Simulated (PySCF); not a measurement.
# C8H18N2: the cost of one run

Computed with PySCF 2.14.0 and routines of our own; the level stands in each step. Atoms count from 0.

## 1. The starting structure

28 atoms, charge 0, multiplicity 1; geometry from: GFN2-xTB.

## 2. Magnetic properties: GIAO wB97X-D/pcSseg-1

What the job is given:

```
{"job": {"kind": "mag", "xc": "wB97X-D", "basis": "pcSseg-1", "isotopologues": 0}, "charge": 0, "multiplicity": 1}
C     -2.817422     0.993597    -1.169193
C     -1.380178     0.934034    -0.669145
C     -1.093150    -0.119812     0.413457
C     -1.485514    -1.529954    -0.055943
C     -1.820419     0.209068     1.718107
N      0.338342    -0.017899     0.703803
N      1.164087    -0.311280    -0.408840
C      2.394754     0.411328    -0.356172
C      3.620305    -0.128721     0.337008
C      3.560755    -0.055625    -1.163784
H     -3.508439     1.227567    -0.363089
H     -3.116996     0.052622    -1.623026
H     -2.905254     1.773060    -1.923125
H     -0.713113     0.725768    -1.506820
H     -1.096992     1.905237    -0.260128
H     -2.565474    -1.630776    -0.109715
H     -1.112923    -2.275390     0.646828
H     -1.064354    -1.732391    -1.037919
H     -1.575980    -0.524129     2.484950
H     -1.520651     1.191565     2.072237
H     -2.895735     0.198505     1.568815
H      0.574502    -0.581989     1.522636
H      1.341631    -1.311728    -0.522161
H      2.207351     1.475281    -0.285024
H      4.265926     0.556400     0.863516
H      3.561999    -1.107045     0.792540
H      3.459258    -0.981351    -1.710987
H      4.162788     0.681412    -1.671706
```

Method: GIAO wB97X-D/pcSseg-1 magnetisability, rotational g tensor and spin-rotation constants, non-relativistic, gas phase.

Command:

```sh
$ OMP_NUM_THREADS=1 python excited_run.py task.json out
```

The driver reads the jobs from task.json and runs them one after another.

Q: Estimate the wall time and peak memory of this first job on 1 thread of Intel Xeon at 2.50GHz, shared host.

About 5.5 min, with a peak of 1.4 GiB.
